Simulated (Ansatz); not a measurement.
**Al2Zn and its elements: formation energy from the elements**

Wanted for Al2Zn and its elements: a formation energy from the elements.

The COD entry's cell or inner coordinates are ideal or old and differ from later refinements, so a difference from it is no clean test against experiment.

Computed with the Python package of Ansatz 0.2.0. Level of theory: DFT LDA, plane waves, PAW.

### 1 The structure

Al2Zn P-3m1: Symmetry: P-3m1, No. 164, trigonal system. Conventional cell: a = 2.801 Å, b = 2.801 Å, c = 6.822 Å, α = 90.00°, β = 90.00°, γ = 120.00°. Al (site symmetry 3m) is surrounded by 3 Zn at 2.78 Å and 9 Al at 2.80 to 2.81 Å. Zn (site symmetry -3m) has 6 Al at 2.78 Å and 6 Zn at 2.80 Å as nearest neighbours.

Al Fm-3m: The structure is cubic, space group Fm-3m (No. 225). Conventional cell: a = 4.050 Å, b = 4.050 Å, c = 4.050 Å, α = 90.00°, β = 90.00°, γ = 90.00°. Al (site symmetry m-3m) has 12 Al at 2.86 Å as nearest neighbours.

Zn P6_3/mmc: Symmetry: P6_3/mmc, No. 194, hexagonal system. Conventional cell: a = 2.670 Å, b = 2.670 Å, c = 4.966 Å, α = 90.00°, β = 90.00°, γ = 120.00°. Around Zn (site symmetry -6m2) lie 12 Zn at 2.67 to 2.92 Å.

No structure file is read: the coordinates are typed or built in the script.

### 2 The code

The input, formation_al2zn.py:

```python
"""Formation energy of Al2Zn from the elements, after relaxing atoms and volume at fixed cell shape."""

from collections import Counter

import ansatz as az
from ase import Atoms
import numpy as np

config = {
    "ecut": 510,
    "k_spacing": 0.15,
    "smearing": "fermi_dirac",
    "smearing_width": 0.05,
}


def solve(name, crystal):
    calc = (
        crystal.calculation()
        .functional(az.Functional.LDA)
        .basis(config["ecut"])
        .kpoints(spacing=config["k_spacing"])
        .occupations(config["smearing"], width=config["smearing_width"])  # smearing steadies the SCF of a metal
        .stress()  # positive in compression
    )
    calc = calc.relax(force_tolerance=0.01, fix_cell=["shape"])
    return calc.run(threads=1, backend="cpu")


def counts(outcome):
    return Counter(site.symbol for site in outcome.lattice.sites)

def formation_energy(outcome, mu):
    n = counts(outcome)
    return (outcome.report["energy_sigma0_ev"] - sum(k * mu[element] for element, k in n.items())) / sum(n.values())


def volume_per_atom(outcome):
    return abs(np.linalg.det(outcome.lattice.cell_ang)) / len(outcome.lattice.sites)


def main() -> None:
    phases = {}
    al2zn = (
        az.Lattice.from_parameters(2.80131306, 2.80131306, 6.82193631, alpha=90, beta=90, gamma=120)
        .space_group(164)
        .atom("Al", (1 / 3, 2 / 3, 0.33151225))
        .atom("Zn", (0.0, 0.0, 0.0))
    )
    phases["Al2Zn"] = al2zn
    atoms = Atoms(
        ["Al"],
        scaled_positions=[
            (0.0, 0.0, 0.0),
        ],
        cell=[
            (0.0, 2.024805, 2.024805),
            (2.024805, 0.0, 2.024805),
            (2.024805, 2.024805, 0.0),
        ],
        pbc=True,
    )
    al = az.Crystal.from_ase(atoms)
    phases["Al"] = al
    zn = (
        az.Lattice.from_parameters(2.67, 2.67, 4.966, alpha=90, beta=90, gamma=120)
        .space_group(194)
        .atom("Zn", (1 / 3, 2 / 3, 0.25))
    )
    phases["Zn"] = zn

    done = {}
    for name, crystal in phases.items():
        done[name] = solve(name, crystal)
        print(f"{name}: {done[name].report['energy_sigma0_ev']:.4f} eV, {len(done[name].lattice.sites)} atoms")

    # chemical potentials of the elements at zero temperature
    references = {"Al": "Al", "Zn": "Zn"}
    mu = {element: done[name].report["energy_sigma0_ev"] / len(done[name].lattice.sites) for element, name in references.items()}

    target = done["Al2Zn"]
    heat = formation_energy(target, mu)
    rows = [(name, len(o.lattice.sites), volume_per_atom(o), formation_energy(o, mu)) for name, o in done.items()]
    print("| phase | atoms | V (A^3/atom) | E_form (eV/atom) |")
    print("| --- | --- | --- | --- |")
    for row in rows:
        print(f"| {row[0]} | {row[1]:d} | {row[2]:.3f} | {row[3]:.4f} |")


if __name__ == "__main__":
    main()
```

### 3 Launch

Command:

```console
python formation_al2zn.py
```

Standard output:

```text
Al2Zn: -4271.9505 eV, 3 atoms
Al: -512.8754 eV, 1 atoms
Zn: -6492.5144 eV, 2 atoms
| phase | atoms | V (A^3/atom) | E_form (eV/atom) |
| --- | --- | --- | --- |
| Al2Zn | 3 | 15.123 | 0.0192 |
| Al | 1 | 15.809 | 0.0000 |
| Zn | 2 | 13.586 | 0.0000 |
```

Wall time 68 s (1 thread of Arm Neoverse V2, shared host); peak memory 0.54 GiB.

### 4 Run by run

The 3 runs, in the order started:

```
run           system  space group at the end  energy (eV/atom)  from the elements (meV/atom)  final volume (Å³/atom)  pressure (GPa)  SCF cycles in all  CPU time (s)
  1  Al2Zn (3 atoms)                   P-3m1        -1423.9835                          19.2                   15.12            0.00                 25            34
  2      Al (1 atom)                   Fm-3m         -512.8754                           0.0                   15.81           -0.04                 16           4.5
  3     Zn (2 atoms)                P6_3/mmc        -3246.2572                           0.0                   13.59            0.02                 27            29
```

Energies are extrapolated to zero smearing width, as in the script. Totals carry meaning only in balanced differences at one level of theory.

### 5 Path of the relaxation of run 1

The steps of the relaxation:

| step | E - E(step 1) (eV/cell) | largest force component (eV/Å) | pressure (GPa) | volume (Å³) |
| --- | --- | --- | --- | --- |
| 1 | 0.0000 | 0.1784 | -1.84 | 46.36 |
| 2 | -0.0101 | 0.0210 | -0.07 | 45.40 |
| 3 | -0.0102 | 0.0016 | 0.00 | 45.37 |
| 4 | -0.0101 | 0.0015 | 0.00 | 45.37 |

Step 1 is the start. Step 4 repeats the geometry before it on a plane-wave basis chosen anew for that cell, so its energy need not be comparable with the rows above.

|  | before | after | change |
| --- | --- | --- | --- |
| a (Å) | 2.801 | 2.781 | -0.7 % |
| b (Å) | 2.801 | 2.781 | -0.7 % |
| c (Å) | 6.822 | 6.773 | -0.7 % |
| volume (Å³/atom) | 15.45 | 15.12 | -2.1 % |
| shortest distance (Å) | 2.780 | 2.741 | -1.4 % |
| space group (0.01 Å) | P-3m1 | P-3m1 | same |

Forces and stress were held to the start's 12 operations: a distortion of lower symmetry was not tested.

### 6 The relaxation of run 2, step by step

Step by step:

| step | energy from step 1 (eV/cell) | largest force component (eV/Å) | pressure (GPa) | volume (Å³) |
| --- | --- | --- | --- | --- |
| 1 | 0.0000 | 0.0000 | -3.67 | 16.60 |
| 2 | -0.0095 | 0.0000 | 0.45 | 15.72 |
| 3 | -0.0096 | 0.0000 | -0.04 | 15.81 |
| 4 | -0.0096 | 0.0000 | -0.04 | 15.81 |

Step 1 is the start. Step 4 repeats the geometry before it on a plane-wave basis chosen anew for that cell, so its energy need not be comparable with the rows above.

Lengths and angles in the start's conventional setting:

|  | before | after | change |
| --- | --- | --- | --- |
| a (Å) | 4.050 | 3.984 | -1.6 % |
| b (Å) | 4.050 | 3.984 | -1.6 % |
| c (Å) | 4.050 | 3.984 | -1.6 % |
| volume (Å³/atom) | 16.60 | 15.81 | -4.8 % |
| shortest distance (Å) | 2.864 | 2.817 | -1.6 % |
| space group (0.01 Å) | Fm-3m | Fm-3m | same |

Forces and stress were held to the start's 48 operations: a distortion of lower symmetry was not tested.

### 7 Summary of results

```
                                 quantity        value
                            runs compared            3
energy of Al2Zn (run 1) from the elements  19 meV/atom
```

In words: No cell tried lies below the elements: the best, Al2Zn, is 19 meV/atom above them. Temperature and entropy of mixing are left out. In run 1, over 2 moves the cell shrank by 2.1 % in volume, and the space group stayed P-3m1. In run 2, the volume shrank by 4.8 % over 2 moves, and the space group stayed Fm-3m. Atoms and volume are relaxed with the cell's shape held, which in cells of lower than cubic symmetry can hide stresses and shift volumes. The compound is the structure given, not necessarily its lowest; energies are at zero temperature, with no correction for gases. A semilocal functional's error on such energies is often 0.05 to 0.1 eV an atom, and 0.1 to 0.3 eV against gases such as O2 or F2. Whether this is the phase that is stable at ambient conditions was not tested.
